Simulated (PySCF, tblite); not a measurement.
**C5H12Si3: geometry, infrared bands and NMR shifts**

What infrared bands and NMR shifts should C5H12Si3 (`C#C[Si]([SiH3])([SiH3])C(=C)C`) show?

Computed with tblite 0.8.0 and PySCF 2.14.0, with density-fitted response routines of our own, on a single molecule in the gas phase. Atoms are numbered from 0 throughout.

**1. The starting structure**

20 atoms, charge 0, multiplicity 1; geometry from: force field or distance geometry start.

Bonds of the start (Å): C0–C1 1.21, C1–Si2 1.82, Si2–Si3 2.26, Si2–Si4 2.20, Si2–C5 1.87, C5–C6 1.33, C5–C7 1.49, C0–H8 1.06, Si3–H9 1.45, Si3–H10 1.48, Si3–H11 1.47, Si4–H12 1.45, Si4–H13 1.46, Si4–H14 1.46, C6–H15 1.09, C6–H16 1.08, C7–H17 1.09, C7–H18 1.10, C7–H19 1.13.

**2. Relaxing the molecule with GFN2-xTB**

What the job is given:

```
{"job": {"kind": "relax", "xc": "GFN2-xTB", "basis": "xTB"}, "charge": 0, "multiplicity": 1}
C     -0.644100     0.768700     3.081100
C     -0.240300     0.614600     1.951800
Si     0.387300     0.358800     0.257400
Si     0.434600     2.306500    -0.884900
Si     2.348800    -0.638200     0.392400
C     -0.927900    -0.680600    -0.575700
C     -2.031700    -0.025900    -0.933300
C     -0.721500    -2.133500    -0.810700
H     -1.010300     0.911900     4.065800
H      0.987500     2.128900    -2.215000
H     -0.981100     2.712400    -1.046100
H      1.105000     3.330600    -0.078500
H      3.150000    -0.517900    -0.806500
H      3.109400    -0.089000     1.516000
H      2.147800    -2.062200     0.631500
H     -2.102600     1.041800    -0.705600
H     -2.868900    -0.510500    -1.416700
H      0.265400    -2.416400    -0.458600
H     -0.943700    -2.451800    -1.841400
H     -1.469000    -2.637400    -0.125900
```

Run with:

```
OMP_NUM_THREADS=1 python probes_run.py task.json out
```

This one command runs all jobs of the session in turn.

**Question.** This job is followed by: GFN2-xTB harmonic vibrations, gas phase; GIAO PBE0/pcSseg-1 NMR shielding, non-relativistic, gas phase. What will the session give for the following? strongest single infrared mode (GFN2-xTB); zero-point energy (GFN2-xTB); ¹³C shifts against TMS (PBE0/pcSseg-1); ¹H shifts against TMS (PBE0/pcSseg-1, means over atoms taken as alike); ²⁹Si shifts against TMS (PBE0/pcSseg-1, means over atoms taken as alike); surface potential, 1st and 99th percentile.

The runs gave:

| quantity | value |
| --- | --- |
| strongest single infrared mode (GFN2-xTB) | 761 cm⁻¹, 1060 km/mol |
| zero-point energy (GFN2-xTB) | 85.3 kcal/mol |
| ¹³C shifts against TMS (PBE0/pcSseg-1) | 153.5, 134.7, 107.6, 88.6, 28.2 ppm |
| ¹H shifts against TMS (PBE0/pcSseg-1, means over atoms taken as alike) | 6.01, 5.50, 3.60, 2.23, 2.14 ppm |
| ²⁹Si shifts against TMS (PBE0/pcSseg-1, means over atoms taken as alike) | -65.1, -111.1 ppm |
| surface potential, 1st and 99th percentile | -0.73 V and 1.30 V |

What this shows: Relaxing lowered the energy by 0.592 eV in 261 steps; the close pair that moved most is Si2–Si4, from 2.204 to 2.335 Å. No mode is imaginary among the 54: a minimum at this level. The strongest single mode, at 761 cm⁻¹, has its largest shares on H12, H13, H9 and H14 (the list is cut at 4 atoms). Unscaled tight-binding wavenumbers are off by several per cent, some by more. Its intensities can rank the bands wrongly. The most deshielded carbon is C5 (fully substituted alkene carbon), at 153.5 ppm: the olefinic region. At PBE0/pcSseg-1: The widest tensor belongs to C1: span 291 ppm, with a paramagnetic part of -166 ppm. By nearest atom (PBE0/pcSseg-1), the HOMO sits on C5, C6 about 23 % each; Si2, Si4 about 9 % each and the LUMO on Si2 21 %; Si3, Si4 about 10 % each.
